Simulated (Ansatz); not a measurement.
Crystal: PtSe.

```xyz
2
Lattice="0.0000 3.0374 3.0374 3.0374 0.0000 3.0374 3.0374 3.0374 0.0000" Properties=species:S:1:pos:R:3 pbc="T T T"
Pt    0.0000    0.0000    0.0000
Se    1.5187    1.5187    1.5187
```

The cell comes from a database or a generator and needn't be the stable form of this composition.

```yaml
Program: Ansatz 0.2.0
Task: relaxation of cell and atoms
Functional: PBEsol0
Potentials_or_basis: Ansatz PAW
Cutoff: "420 eV (not typed: the program's choice for these potentials)"
k_mesh: 4 × 4 × 4
Occupations: fermi-dirac, width 0.05 eV
Spin: no spin polarisation
```

At the start: volume 28.02 Å³/atom.

How do energy, volume and symmetry change on relaxing?

It ends after 6 steps and the volume is 21.62 Å³/atom (-22.9 %); space group F-43m (No. 216, to 0.05 Å).

The path:
| step | energy change (eV) | largest force (eV/Å) | volume (Å³) |
| --- | --- | --- | --- |
| 1 | 0.0000 | 0.0000 | 56.05 |
| 2 | -0.6796 | 0.0000 | 48.24 |
| 3 | -0.8234 | 0.0000 | 41.20 |
| 4 | -0.8618 | 0.0000 | 43.72 |
| 5 | -0.8640 | 0.0000 | 43.23 |
| 6 | -0.8615 | 0.0000 | 43.23 |

Final structure:
```xyz
2
Lattice="0.0000 2.7856 2.7856 2.7856 0.0000 2.7856 2.7856 2.7856 0.0000" Properties=species:S:1:pos:R:3 pbc="T T T"
Pt    0.0000    0.0000    0.0000
Se    1.3928    1.3928    1.3928
```

Caveat: the k mesh is coarse (spacing up to 0.45 Å⁻¹), so the values aren't converged, least of all with exact exchange; the volume moved by over 15 % at a fixed basis, so the end points are rough; the plane-wave basis is chosen anew once the cell has moved, so the energies of steps on either side of that aren't comparable; the PAW data sets come from PBE, with cores solved anew for the run's functional, which leaves a small shift of forces and pressure.
